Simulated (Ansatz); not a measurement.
# GePH₇ (built from SMILES P.[GeH4]): molecular dynamics

The task is to watch the atoms for 30 steps of 0.75 fs, started with velocities for 300 K and run at constant energy, and see to which side of the barrier the system falls.

Computed with Ansatz 0.2.0, Gaussian basis. Level: BLYP-D4/def2-SVP.

1 further run of the same task is left out (it didn't finish).

### Step 1. The starting structure

The start, a first-order saddle point found at PBE0-D4 in triple zeta: 9 atoms, charge 0, spin multiplicity 1.

Atoms are counted from 1 here; the program's logs count them from 0.

Bond lengths: Ge1–H2 1.873 Å, Ge1–H3 1.548 Å, Ge1–H4 1.535 Å, Ge1–H5 1.544 Å, Ge1–P7 2.610 Å, H6–P7 1.616 Å, P7–H8 1.458 Å, P7–H9 1.414 Å. Angles: H2–Ge1–H3 89.0°, H2–Ge1–H4 95.9°, H2–Ge1–H5 144.1°, H2–Ge1–P7 55.1°, H3–Ge1–H4 111.5°, H3–Ge1–H5 104.4°, H3–Ge1–P7 131.7°, H4–Ge1–H5 109.1°, H4–Ge1–P7 104.1°, H5–Ge1–P7 93.2°, Ge1–P7–H6 72.1°, Ge1–P7–H8 145.2°, Ge1–P7–H9 85.7°, H6–P7–H8 142.4°, H6–P7–H9 83.6°, H8–P7–H9 92.8°.

Coordinates:

```xyz
9
GeH7P
Ge   -0.87098    0.78287   -0.29218
H    -0.70132   -1.08206   -0.32581
H    -1.52636    0.72228   -1.69382
H    -1.92776    0.82459    0.82097
H    -0.08381    2.11118   -0.29251
H    -0.02377   -1.61600    0.30134
P     1.10735   -0.55693    0.75873
H     2.46130   -0.47160    1.29262
H     1.56545   -0.71424   -0.56944
```

### Step 2. Dynamics

Input file md/in.yaml:

```yaml
crystal:
  periodic: [false, false, false]
  atoms:
    - {symbol: Ge, position_ang: [-0.870975, 0.782868, -0.292179]}
    - {symbol: H, position_ang: [-0.701321, -1.082059, -0.325811]}
    - {symbol: H, position_ang: [-1.526362, 0.722280, -1.693815]}
    - {symbol: H, position_ang: [-1.927763, 0.824591, 0.820969]}
    - {symbol: H, position_ang: [-0.083811, 2.111182, -0.292506]}
    - {symbol: H, position_ang: [-0.023765, -1.616000, 0.301335]}
    - {symbol: P, position_ang: [1.107348, -0.556926, 0.758731]}
    - {symbol: H, position_ang: [2.461299, -0.471600, 1.292618]}
    - {symbol: H, position_ang: [1.565449, -0.714236, -0.569442]}
basis:
  gaussian: {orbitals: def2-SVP}
hamiltonian: {xc: {name: BLYP}, dispersion: d4}
md: {n_steps: 30, timestep: 0.75, temperature: 300, ensemble: nve, seed: 526, initial_velocities: maxwell_boltzmann}
```

Command:

```
ansatz run in.yaml --threads 2 --pin off --events-out ev --progress --plain --max-ram 4352MiB
```

What does the calculation give? Wanted: temperature at the start; mean temperature, second half; lowest and highest potential energy, from the first frame; largest change of potential + kinetic.

**Answer**, as computed:

| quantity | value |
| --- | --- |
| length | 30 steps, 22.5 fs |
| temperature at the start | 300 K |
| mean temperature, second half | 343 K |
| lowest and highest potential energy, from the first frame | -406 and 181 meV |
| largest change of potential + kinetic | 1.4 meV |

What this shows: By the last frame it has moved back towards the start side of the step. The system runs downhill by 0.41 eV, and that energy turns into motion. With no thermostat the total energy should stay fixed; it holds within 1.4 meV, small beside the kinetic energy, so the time step serves. With 9 atoms the instant temperature spans 101 to 749 K.
